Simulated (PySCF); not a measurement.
**Sn₃⁺: quartet, from a equilateral triangle start**

The task is one start of a wider search on Sn₃⁺: the quartet, from a equilateral triangle start. It is relaxed, tested by its Hessian and followed downhill if it is a saddle.

The runs use PySCF 2.14.0; PBE0, basis Sn def2-TZVP with ECP28, scalar-relativistic core potentials, no spin–orbit coupling, density fitting.

### 1 The starting structure

3 atoms, charge 1, spin multiplicity 4.

Bond lengths: Sn1–Sn2 2.800 Å, Sn1–Sn3 2.800 Å, Sn2–Sn3 2.800 Å. Angles: Sn2–Sn1–Sn3 60.0°, Sn1–Sn2–Sn3 60.0°, Sn1–Sn3–Sn2 60.0°.

Coordinates in bohr (charge 1 multiplicity 4):
```
Sn    1.5275   -2.6457    0.0000
Sn   -3.0549    0.0000    0.0000
Sn    1.5274    2.6456    0.0000
```

### 2 The SCF at the typed geometry

One driver script runs all steps and calls PySCF; scf.py shows how it sets up the SCF of each step. The optimiser is the driver's own. After this first run the driver tries any further starts and a stability analysis.

scf.py

```python
from pyscf import gto, scf, dft
mol = gto.M(atom='''
Sn     0.808300    -1.400020     0.000000
Sn    -1.616590     0.000010     0.000000
Sn     0.808290     1.400010     0.000000''',
    basis={'Sn': 'def2-TZVP'},
    ecp={'Sn': 'def2-TZVP'},
    charge=1, spin=3)
mf = dft.UKS(mol, xc='PBE0')
mf.grids.atom_grid = (50, 194)
aux = {'Sn': 'def2-universal-JKFIT'}
mf = mf.density_fit(auxbasis=aux)
mf.conv_tol = 1e-08
mf.diis_space = 10
mf.max_cycle = 60
mf.init_guess = 'minao'
mf.verbose = 4
mf.kernel()
```

The run is started by

```console
$ OMP_NUM_THREADS=4 python axn.py task.json out
```

The runs that follow: Equilateral triangle start, quartet: relaxation; Frequencies.

Before running it: what results should come out? Wanted: minimum; geometry; wavenumbers; dipole moment; highest occupied, lowest empty level; polar-tensor charge of Sn1; zero-point energy; ⟨S²⟩.

The runs gave:

```
                                          quantity                                    value
                                           minimum                             quartet, D3h
                                          geometry  Sn–Sn 2.861 Å (×3); Sn–Sn–Sn 60.0° (×3)
                                wavenumbers (cm⁻¹)                      131 (e'), 176 (a1')
                    dipole moment (centre of mass)                                   0.00 D
highest occupied, lowest empty level (either spin)                         -10.27, -8.77 eV
                        polar-tensor charge of Sn1                                  +0.33 e
                                 zero-point energy                               2.6 kJ/mol
                               entropy at 298.15 K                          342.0 J/(mol K)
                                              ⟨S²⟩                                    3.761
```

**Reading.** The molecule stays D3h, as typed, and the end point is a minimum. In the infrared the band at 131 cm⁻¹ (e') leads. The first SCF alone would have been 10 kJ/mol too high. Other starts or spin states, not run here, may lie lower. Spin–orbit coupling, left out here, can matter for elements this heavy.
